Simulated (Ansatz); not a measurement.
**BrH4NOSi: up Jacob's ladder to CCSD(T)**

The task here is to estimate one member of a computed series from the others.

Computed with Ansatz 0.2.0, Gaussian basis. Level: functionals in def2-TZVPP, the program's frozen cores in correlated methods.

The runs, in order: LDA (SPW92), PBE-D4, revPBE-D4, BLYP-D4, r2SCAN-D4, B97M-V, PBE0-D4, B3LYP-D4, r2SCANh-D4, r2SCAN0-D4, HSE06-D4, BHLYP-D4, CAM-B3LYP-D4, LC-ωPBE, ωB97X-V, ωB97M-V, B2PLYP, PBE-QIDH; CCSD(T)/def2-SVP; CCSD(T)/def2-TZVPP; MP2/def2-QZVPP; extrapolation to the limit; RPA on PBE.

**The relaxed structure**

The geometry comes from an earlier relaxation with PBE0-D4 in a triple-zeta def2 set; it is a stationary point, not always the lowest conformer.

SMILES `N[SiH](O)Br`, 8 atoms, charge 0, spin multiplicity 1.

Atoms are counted from 1 here; the program's logs count them from 0.

Bond lengths: N1–Si2 1.699 Å, N1–H5 1.006 Å, N1–H6 1.007 Å, Si2–O3 1.631 Å, Si2–Br4 2.227 Å, Si2–H7 1.475 Å, O3–H8 0.960 Å. Angles: Si2–N1–H5 121.0°, Si2–N1–H6 121.4°, H5–N1–H6 112.6°, N1–Si2–O3 111.4°, N1–Si2–Br4 104.4°, N1–Si2–H7 117.5°, O3–Si2–Br4 112.6°, O3–Si2–H7 103.7°, Br4–Si2–H7 107.3°, Si2–O3–H8 116.8°.

The first run:

File in.yaml:

```yaml
crystal:
  periodic: [false, false, false]
  atoms:
    - {symbol: N, position_ang: [-0.904589, 0.788783, -0.057988]}
    - {symbol: Si, position_ang: [0.555225, -0.078739, -0.125591]}
    - {symbol: O, position_ang: [0.714854, -1.077542, 1.154293]}
    - {symbol: Br, position_ang: [0.459246, -1.176134, -2.061173]}
    - {symbol: H, position_ang: [-1.404781, 1.027722, -0.897233]}
    - {symbol: H, position_ang: [-1.108494, 1.414125, 0.704860]}
    - {symbol: H, position_ang: [1.808770, 0.697835, -0.122355]}
    - {symbol: H, position_ang: [-0.028032, -1.653150, 1.349287]}
basis:
  gaussian: {orbitals: def2-TZVPP}
hamiltonian: {xc: lda}
output: {orbitals: {seedname: orbitals}}
```

Started as:

```
$ ansatz run in.yaml --threads 4 --pin off --events-out ev --progress --plain --max-ram 10444MiB
```

Steps of the session up to this table: LDA; PBE-D4 (GGA); revPBE-D4 (GGA); BLYP-D4 (GGA); r2SCAN-D4 (meta-GGA); B97M-V (meta-GGA); PBE0-D4 (hybrid); B3LYP-D4 (hybrid); r2SCANh-D4 (hybrid); r2SCAN0-D4 (hybrid); HSE06-D4 (hybrid); BHLYP-D4 (hybrid); CAM-B3LYP-D4 (range-separated); LC-ωPBE (range-separated); ωB97X-V (range-separated); ωB97M-V (range-separated); B2PLYP (double hybrid); PBE-QIDH (double hybrid).

One of the session's tables, all rows but one given; the rest of the session is left out.

It belongs to the step «Orbital energies across the functionals». 

| functional | HOMO (eV) | LUMO (eV) | gap (eV) |
| --- | --- | --- | --- |
| LDA (SPW92) | -6.70 | -0.36 | 6.34 |
| PBE-D4 | -6.52 | -0.19 | 6.33 |
| revPBE-D4 | -6.46 | -0.12 | 6.34 |
| BLYP-D4 | -6.40 | -0.22 | 6.18 |
| r2SCAN-D4 | -6.86 | 0.40 | 7.26 |
| B97M-V | ? | ? | ? |
| PBE0-D4 | -7.99 | 0.67 | 8.65 |
| B3LYP-D4 | -7.74 | 0.31 | 8.05 |
| r2SCANh-D4 | -7.40 | 0.69 | 8.10 |
| r2SCAN0-D4 | -8.22 | 1.09 | 9.31 |
| HSE06-D4 | -7.58 | 0.30 | 7.88 |
| BHLYP-D4 | -9.34 | 1.31 | 10.65 |
| CAM-B3LYP-D4 | -9.43 | 1.45 | 10.88 |
| LC-ωPBE | -10.86 | 2.77 | 13.63 |
| ωB97X-V | -10.47 | 2.56 | 13.04 |
| ωB97M-V | -10.36 | 2.11 | 12.46 |

Estimate the missing values for B97M-V.

**Answer.** HOMO (eV): -6.94; LUMO (eV): 0.04; gap (eV): 6.98. In the column «HOMO (eV)» it lies between r2SCANh-D4 (-7.40) and r2SCAN-D4 (-6.86).
